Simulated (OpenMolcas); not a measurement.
# C2H4ClSi (SMILES C=C[SiH]Cl): a chain of runs

We compute a series of 8 runs (UHF/def2-SVP, CASSCF(5,5)/def2-SVP, CASPT2(5,5)/def2-SVP, CASPT2[IPEA 0](5,5)/def2-SVP, SC-NEVPT2(5,5)/def2-SVP, PC-NEVPT2(5,5)/def2-SVP, MC-PDFT[tPBE](5,5)/def2-SVP, MC-PDFT[ftPBE](5,5)/def2-SVP) of C2H4ClSi. 

The calculation is run with OpenMolcas 26.06.

## 1. The molecule

C2H4ClSi: 8 atoms, total charge 0, spin state doublet. SMILES: `C=C[SiH]Cl`. The C1–C2 distance was set to 2.937 Å, away from the relaxed value. At this shape a bond of the SMILES string is far longer than usual.

Bond lengths: C2–Si3 1.841 Å, Si3–Cl4 2.059 Å, C1–H5 1.087 Å, C1–H6 1.086 Å, C2–H7 1.088 Å, Si3–H8 1.489 Å. Angles: C2–Si3–Cl4 111.3°, C2–Si3–H8 111.0°, Cl4–Si3–H8 109.0°, Si3–C2–H7 118.7°, H5–C1–H6 116.1°.

## 2. A single-point energy at UHF/def2-SVP (run 1)

The input, mol.xyz:

```xyz
8

C      0.669200     2.339414    -1.577802
C      0.628500    -0.066700     0.105400
Si    -0.903600    -0.642600     0.947100
Cl    -1.031600    -2.697900     0.941300
H     -0.234700     2.900614    -1.798702
H      1.586100     2.717314    -2.020602
H      1.561300    -0.591000     0.301600
H     -2.116300    -0.079100     0.291500
```

The input, step1.inp:

```
* C2H4ClSi Hartree-Fock
>>> EXPORT MOLCAS_PRINT=2

&GATEWAY
 BASLIB=$CurrDir
 COORD=mol.xyz
 BASIS=def2-SVP
 GROUP=NoSym

&SEWARD

&SCF
 UHF
 SPIN=2
 SCRAMBLE=0.25
 PRORBITALS=1 1
```

The basis set def2-SVP is read from a file made from the Basis Set Exchange's data (not shown).

Command:

```
$ export MOLCAS_MEM=1860
$ pymolcas step1.inp > step1.log
```

What it wrote:

```text
--- Start Module: gateway ---
[...]
--- Stop Module: gateway /rc=_RC_ALL_IS_WELL_ ---
--- Start Module: seward ---
[...]
      Basis functions           84
--- Stop Module: seward /rc=_RC_ALL_IS_WELL_ ---
[...]
--- Start Module: scf ---
[...]
       Convergence after  27 Iterations
[...]
::    Total SCF energy                               -825.9955387930
[...]
      Total spin, S                                     1.1299507551
[...]
      Total electronic charge=   47.000000
      Total            charge=   -0.000000
[...]
      Dipole Moment (debye):
      Origin of the operator (angstrom)=   -0.4944   -0.8800    0.4231
                   X=  3.4984E-01               Y=  1.2806E+00               Z=  2.6254E-01           Total=  1.3532E+00
      Quadrupole Moment (debye*angstrom):
[...]
--- Stop Module: scf /rc=_RC_ALL_IS_WELL_ ---
[...]
```

It took 5.4 s on 1 thread of AMD EPYC 9B45 (Zen 5), shared host; peak memory 0.47 GiB.

## 3. The energy at CASSCF(5,5)/def2-SVP (run 2)

mol.xyz is that of step 2.

The input, step2.inp:

```
* C2H4ClSi CASSCF

&GATEWAY
  BasLib = $CurrDir
  Coord = mol.xyz
  Basis = def2-SVP
  Group = NoSym

&SEWARD

&RASSCF
  FileOrb = $CurrDir/step1.UnaOrb
  Spin = 2
  Nactel = 5 0 0
  Inactive = 21
  Ras2 = 5
  OrbListing = Nothing
```

The basis set def2-SVP is read from a file made from the Basis Set Exchange's data (not shown).

Command:

```
$ export MOLCAS_MEM=1860
$ pymolcas step2.inp > step2.log
```

What it wrote:

```text
--- Start Module: gateway ---
[...]
--- Stop Module: gateway /rc=_RC_ALL_IS_WELL_ ---
--- Start Module: seward ---
[...]
      Basis functions           84
--- Stop Module: seward /rc=_RC_ALL_IS_WELL_ ---
[...]
--- Start Module: rasscf ---
[...]
      Number of active orbitals                  5
[...]
      Spin quantum number                      0.5
[...]
      Active orbitals                            5
[...]
      Number of CSFs                            75
[...]
      Number of root(s) required                 1
[...]
      Convergence after 12 iterations
[...]
      printout of CI-coefficients larger than  0.05 for root  1
      energy=    -826.028618
      conf/sym  11111     Coeff  Weight
             1  22u00  -0.70120 0.49168
             6  2udu0  -0.32673 0.10675
             9  u2d0u   0.06541 0.00428
            16  2uud0  -0.18909 0.03576
            30  20u20  -0.42905 0.18409
            35  ududu   0.05714 0.00327
[...]
      Natural orbitals and occupation numbers for root  1
      sym 1:   1.695623   1.353487   0.999890   0.645211   0.305789
      ************************************************************************************************************************
      *                                                    Final results                                                     *
[...]
::    RASSCF root number  1 Total energy:   -826.02861830
[...]
      Total electronic charge=   47.000000
      Total            charge=   -0.000000
[...]
      Dipole Moment (debye):
      Origin of the operator (angstrom)=   -0.4944   -0.8800    0.4231
                   X=  2.2246E-01               Y=  1.5154E+00               Z=  1.3683E-01           Total=  1.5377E+00
      Quadrupole Moment (debye*angstrom):
[...]
--- Stop Module: rasscf /rc=_RC_ALL_IS_WELL_ ---
[...]
```

It took 4.2 s on 1 thread of AMD EPYC 9B45 (Zen 5), shared host; peak memory 0.47 GiB.

Run 3 isn't shown in full; the table further down has it.

## 4. A single-point energy at CASPT2[IPEA 0](5,5)/def2-SVP (run 4)

mol.xyz is that of step 3.

The input, step4.inp:

```
&GATEWAY
  BasLib=$CurrDir
  Coord=mol.xyz
  Basis=def2-SVP
  Group=NoSym

&SEWARD

&RASSCF
  FileOrb=$CurrDir/step2.RasOrb
  Spin=2
  Nactel=5 0 0
  Inactive=21
  Ras2=5
  OrbListing=Nothing

&CASPT2
  IPEA=0
  Imaginary=0.1
  Frozen=12
```

The basis set def2-SVP is read from a file made from the Basis Set Exchange's data (not shown).

Command:

```
$ export MOLCAS_MEM=1860
$ pymolcas step4.inp > step4.log
```

What it wrote:

```text
--- Start Module: gateway ---
[...]
--- Stop Module: gateway /rc=_RC_ALL_IS_WELL_ ---
[...]
      Basis functions           84
[...]
--- Start Module: rasscf ---
[...]
      Number of active orbitals                  5
[...]
      Spin quantum number                      0.5
[...]
      Active orbitals                            5
[...]
      Number of CSFs                            75
[...]
      Number of root(s) required                 1
[...]
      Convergence after  4 iterations
[...]
      printout of CI-coefficients larger than  0.05 for root  1
      energy=    -826.028618
      conf/sym  11111     Coeff  Weight
             1  22u00  -0.70120 0.49168
             6  2udu0  -0.32673 0.10675
             9  u2d0u   0.06541 0.00428
            16  2uud0  -0.18909 0.03576
            30  20u20  -0.42905 0.18409
            35  ududu   0.05714 0.00327
[...]
      Natural orbitals and occupation numbers for root  1
      sym 1:   1.695624   1.353485   0.999890   0.645212   0.305788
      ************************************************************************************************************************
      *                                                    Final results                                                     *
[...]
::    RASSCF root number  1 Total energy:   -826.02861830
[...]
      Total electronic charge=   47.000000
      Total            charge=   -0.000000
[...]
      Dipole Moment (debye):
      Origin of the operator (angstrom)=   -0.4944   -0.8800    0.4231
                   X=  2.2246E-01               Y=  1.5154E+00               Z=  1.3682E-01           Total=  1.5377E+00
      Quadrupole Moment (debye*angstrom):
[...]
      E2 (Variational):          -0.4164033166
      Total energy:            -826.4450216148
[...]
      Reference weight:           0.85454
[...]
::    CASPT2 Root  1     Total energy:   -826.44502161
[...]
```

Wall time 3.6 s (1 thread of AMD EPYC 9B45 (Zen 5), shared host); peak memory 0.47 GiB.

Runs 5 to 7 aren't shown in full; the table further down has their settings and results.

## 5. A single-point energy at MC-PDFT[ftPBE](5,5)/def2-SVP (run 8)

mol.xyz is that of step 4.

The input, step8.inp:

```
* C2H4ClSi MC-PDFT
&GATEWAY
BasLib=$CurrDir
Coord=mol.xyz
Basis=def2-SVP
Group=NoSym
&SEWARD
&RASSCF
FileOrb=$CurrDir/step2.RasOrb
Spin=2
Nactel=5 0 0
Inactive=21
Ras2=5
OrbListing=Nothing
&MCPDFT
KSDFT=FT:PBE
```

The basis set def2-SVP is read from a file made from the Basis Set Exchange's data (not shown).

Command:

```
$ export MOLCAS_MEM=1860
$ pymolcas step8.inp > step8.log
```

What it wrote:

```text
--- Start Module: gateway ---
[...]
--- Stop Module: gateway /rc=_RC_ALL_IS_WELL_ ---
[...]
      Basis functions           84
[...]
--- Start Module: rasscf ---
[...]
      Number of active orbitals                  5
[...]
      Spin quantum number                      0.5
[...]
      Active orbitals                            5
[...]
      Number of CSFs                            75
[...]
      Number of root(s) required                 1
[...]
      Convergence after  4 iterations
[...]
      printout of CI-coefficients larger than  0.05 for root  1
      energy=    -826.028618
      conf/sym  11111     Coeff  Weight
             1  22u00  -0.70120 0.49168
             6  2udu0  -0.32673 0.10675
             9  u2d0u   0.06541 0.00428
            16  2uud0  -0.18909 0.03576
            30  20u20  -0.42905 0.18409
            35  ududu   0.05714 0.00327
[...]
      Natural orbitals and occupation numbers for root  1
      sym 1:   1.695624   1.353485   0.999890   0.645212   0.305788
      ************************************************************************************************************************
      *                                                    Final results                                                     *
[...]
::    RASSCF root number  1 Total energy:   -826.02861830
[...]
      Total electronic charge=   47.000000
      Total            charge=   -0.000000
[...]
      Dipole Moment (debye):
      Origin of the operator (angstrom)=   -0.4944   -0.8800    0.4231
                   X=  2.2246E-01               Y=  1.5154E+00               Z=  1.3682E-01           Total=  1.5377E+00
      Quadrupole Moment (debye*angstrom):
[...]
--- Stop Module: rasscf /rc=_RC_ALL_IS_WELL_ ---
[...]
--- Start Module: mcpdft ---
[...]
::    MCPDFT root number  1 Total energy:   -827.44868244
--- Stop Module: mcpdft /rc=_RC_ALL_IS_WELL_ ---
[...]
```

Run time: 3.6 s. Hardware: 1 thread of AMD EPYC 9B45 (Zen 5), shared host; peak memory 0.47 GiB.

## 6. All runs side by side

```
run                         level  scramble           active rule  energy (Eh)  dipole moment (D) of the reference  wall time
  1                  UHF/def2-SVP      0.25                     –  -825.995539                                1.35      5.4 s
  2          CASSCF(5,5)/def2-SVP         –  uhf natural orbitals  -826.028618                                1.54      4.2 s
  3          CASPT2(5,5)/def2-SVP         –  uhf natural orbitals  -826.435743                                1.54      3.6 s
  4  CASPT2[IPEA 0](5,5)/def2-SVP         –  uhf natural orbitals  -826.445022                                1.54      3.6 s
  5       SC-NEVPT2(5,5)/def2-SVP         –  uhf natural orbitals  -826.426880                                1.54      3.6 s
  6       PC-NEVPT2(5,5)/def2-SVP         –  uhf natural orbitals  -826.427305                                1.54      3.6 s
  7   MC-PDFT[tPBE](5,5)/def2-SVP         –  uhf natural orbitals  -827.250766                                1.54      3.6 s
  8  MC-PDFT[ftPBE](5,5)/def2-SVP         –  uhf natural orbitals  -827.448682                                1.54      3.6 s
```

## 7. Summary of results

```
                                                           quantity          value
                  run 8, MC-PDFT[ftPBE](5,5)/def2-SVP: total energy  -827.44868 Eh
run 8, MC-PDFT[ftPBE](5,5)/def2-SVP: dipole moment (CASSCF density)         1.54 D
```

What this shows: Below the UHF energy at the same shape and in the same basis (def2-SVP): CASSCF(5,5) -33.1 mEh; CASPT2(5,5) -440.2 mEh; CASPT2[IPEA 0](5,5) -449.5 mEh; SC-NEVPT2(5,5) -431.3 mEh; PC-NEVPT2(5,5) -431.8 mEh. Active-space methods hold only the correlation inside their space unless a perturbation or CI step follows. Spin contamination of the reference: run 1 ⟨S²⟩ = 2.41. Where it is this large, the reference is a mixture of spin states, and values that rest on it are in doubt. All runs together took 31 s, the longest 5.4 s.
